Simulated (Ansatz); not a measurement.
**C3H5IO: one species, many methods**

Aim: compute C3H5IO with functionals from several rungs and with coupled cluster, and see how far each lands from CCSD(T) at the basis-set limit for the atomisation energy.

The runs use Ansatz 0.2.0, Gaussian basis; functionals in def2-TZVPP, the program's frozen cores in correlated methods.

Levels to be run: PBE-D4, r2SCAN-D4, PBE0-D4, B3LYP-D4, ωB97X-V, ωB97M-V, B2PLYP; CCSD(T)/def2-TZVPP; MP2/def2-QZVPP; extrapolation to the limit.

### Step 1. Structure used throughout

The geometry comes from an earlier relaxation with PBE0-D4 in a triple-zeta def2 set; it is a stationary point, not always the lowest conformer. I takes the def2 core potential; no spin-orbit term is included.

SMILES `IC1CCO1`, 10 atoms, charge 0, spin multiplicity 1.

Atoms are counted from 1 here; the program's logs count them from 0.

Bond lengths: I1–C2 2.202 Å, C2–C3 1.522 Å, C2–O5 1.390 Å, C2–H6 1.087 Å, C3–C4 1.530 Å, C3–H7 1.086 Å, C3–H8 1.091 Å, C4–O5 1.445 Å, C4–H9 1.090 Å, C4–H10 1.093 Å. Angles: I1–C2–C3 113.0°, I1–C2–O5 112.9°, I1–C2–H6 102.8°, C3–C2–O5 92.8°, C3–C2–H6 121.7°, O5–C2–H6 114.1°, C2–C3–C4 83.4°, C2–C3–H7 117.7°, C2–C3–H8 111.9°, C4–C3–H7 117.9°, C4–C3–H8 113.4°, H7–C3–H8 110.3°, C3–C4–O5 90.3°, C3–C4–H9 117.6°, C3–C4–H10 114.8°, O5–C4–H9 111.2°, O5–C4–H10 110.9°, H9–C4–H10 110.3° and more.

### Step 2. PBE-D4 (GGA)

File in.yaml:

```yaml
crystal:
  periodic: [false, false, false]
  atoms:
    - {symbol: I, position_ang: [-1.239643, 2.194217, 1.040442]}
    - {symbol: C, position_ang: [-0.492597, 0.746684, -0.441141]}
    - {symbol: C, position_ang: [0.828605, 0.108435, -0.036308]}
    - {symbol: C, position_ang: [-0.050802, -1.110181, 0.250568]}
    - {symbol: O, position_ang: [-1.168565, -0.466919, -0.400463]}
    - {symbol: H, position_ang: [-0.602371, 1.284971, -1.379413]}
    - {symbol: H, position_ang: [1.370008, 0.552282, 0.794049]}
    - {symbol: H, position_ang: [1.493443, -0.028875, -0.890456]}
    - {symbol: H, position_ang: [0.207255, -2.047702, -0.243040]}
    - {symbol: H, position_ang: [-0.262433, -1.284112, 1.308764]}
basis:
  gaussian: {orbitals: def2-TZVPP}
hamiltonian: {xc: pbe, dispersion: d4}
output: {forces: true, orbitals: {seedname: orbitals}}
```

The run is started by

```
$ ansatz run in.yaml --threads 4 --pin off --events-out ev --progress --plain --max-ram 10444MiB
```

Further steps of the session: r2SCAN-D4 (meta-GGA); PBE0-D4 (hybrid); B3LYP-D4 (hybrid); ωB97X-V (range-separated); ωB97M-V (range-separated); B2PLYP (double hybrid); CCSD(T) in def2-TZVPP; MP2 in def2-QZVPP.

**Question.** What will the summary of the whole plan be? Wanted: atomisation energy, CCSD(T)/CBS; farthest; mean size of error, hybrid; mean size of error, range-separated; gap, smallest and largest; T1 diagnostic; triples share of the correlation energy.

The runs gave:

| quantity | value |
| --- | --- |
| atomisation energy, CCSD(T)/CBS | 39.405 eV |
| functionals within 0.394 eV (1.0 %) | r2SCAN-D4, PBE0-D4, B3LYP-D4, ωB97X-V, ωB97M-V |
| farthest | PBE-D4 (+1.341 eV) |
| mean size of error, hybrid | 0.272 eV |
| mean size of error, range-separated | 0.015 eV |
| gap, smallest and largest | 4.26 eV (PBE-D4), 10.70 eV (ωB97X-V) |
| T1 diagnostic | 0.0110 |
| triples share of the correlation energy | 3.5 % |

What this shows: PBE-D4 is off by +1.341 eV. Double hybrids carry the basis error of their MP2 part in triple zeta, and no dispersion term here, so their miss is partly the set-up's. Misses under about 0.394 eV are within the doubt on the reference itself, which lacks core-valence correlation, spin-orbit coupling and higher excitations, and its outer-core shells are covered unevenly. All levels share the lack of spin-orbit coupling, which lowers the free heavy atoms and so the true binding. Hartree-Fock recovers 70 % of the binding; the rest is correlation. Orbital gaps span 4.3 to 10.7 eV; exact exchange widens them. Correlated methods include outer-core shells of I, which these sets cover unevenly.
